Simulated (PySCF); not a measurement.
# A gas-phase reaction: ClFH2Si + H2Si → ClFH4Si2

Aim: the reaction energy of `F[SiH2]Cl` + `[SiH2]` → `F[SiH]([SiH3])Cl`.

Computed with PySCF 2.14.0; each step states its level. No surroundings beyond the atoms listed, unless a continuum is named. Atoms count from 0, parts from 1.

## 1. Starting point

Each species was relaxed by itself at PBE0-D3(BJ)/def2-SVPD.

## 2. Energies of the species: wB97M-D3(BJ)/def2-TZVPD

The job: settings as JSON, then the geometry in Å.

```
{"job": {"kind": "react", "xc": "wB97M-D3(BJ)", "basis": "def2-TZVPD"}, "charge": 0, "multiplicity": 1}
-1 ClFH2Si charge 0 multiplicity 1
F      1.247280     0.417590     0.760360
Si    -0.106510     0.058900    -0.070550
Cl    -0.746250    -1.808960     0.514940
H     -1.138120     1.055010     0.295000
H      0.239010     0.016680    -1.509230

-1 H2Si charge 0 multiplicity 1
Si    -0.028310    -0.602170    -0.402830
H     -1.037040     0.503180    -0.068860
H      1.047260     0.072680     0.456590

+1 ClFH4Si2 charge 0 multiplicity 1
F     -0.777120    -1.370740    -1.724990
Si    -0.735050     0.097550    -1.001860
Si     0.602040    -0.001680     0.916830
Cl     0.139860     1.425530    -2.334110
H     -2.147710     0.522630    -0.820230
H      1.982300    -0.398380     0.516370
H      0.037280    -0.990120     1.882050
H      0.616980     1.356300     1.535630
```

Method: wB97M-D3(BJ)/def2-TZVPD reaction energy of separated species, gas phase.

Command:

```
OMP_NUM_THREADS=1 python cluster_run.py task.json out
```

One launch serves the whole session: the jobs run in the order shown.

**Question.** The jobs that follow are: PBE0-D3(BJ)/def2-TZVPD reaction energy of separated species, gas phase. Predict: reaction energy (wB97M-D3(BJ)/def2-TZVPD); ΔH, ΔG at 298 K (xTB thermal terms). Thermal terms come from harmonic xTB runs on each species.

**Answer**, as computed:

```
                                                quantity                      value
               reaction energy (wB97M-D3(BJ)/def2-TZVPD)            -52.54 kcal/mol
                     ΔH, ΔG at 298 K (xTB thermal terms)      -50.9, -39.6 kcal/mol
range of the reaction energy over the runs of this table  -60.17 to -52.54 kcal/mol
```

The reaction is exothermic by 50.9 kcal/mol in the gas phase; dispersion gives -1.68, and xTB itself gave -42.16 for the electronic energy (xTB energies and thermal terms come from the earlier relaxation of each species, not shown). No barrier was sought. xTB and this level differ widely in the electronic energy, so what comes from xTB (the thermal terms above all) is less safe here. The reaction energy runs from -60.17 (PBE0-D3(BJ)/def2-TZVPD) to -52.54 kcal/mol (wB97M-D3(BJ)/def2-TZVPD).
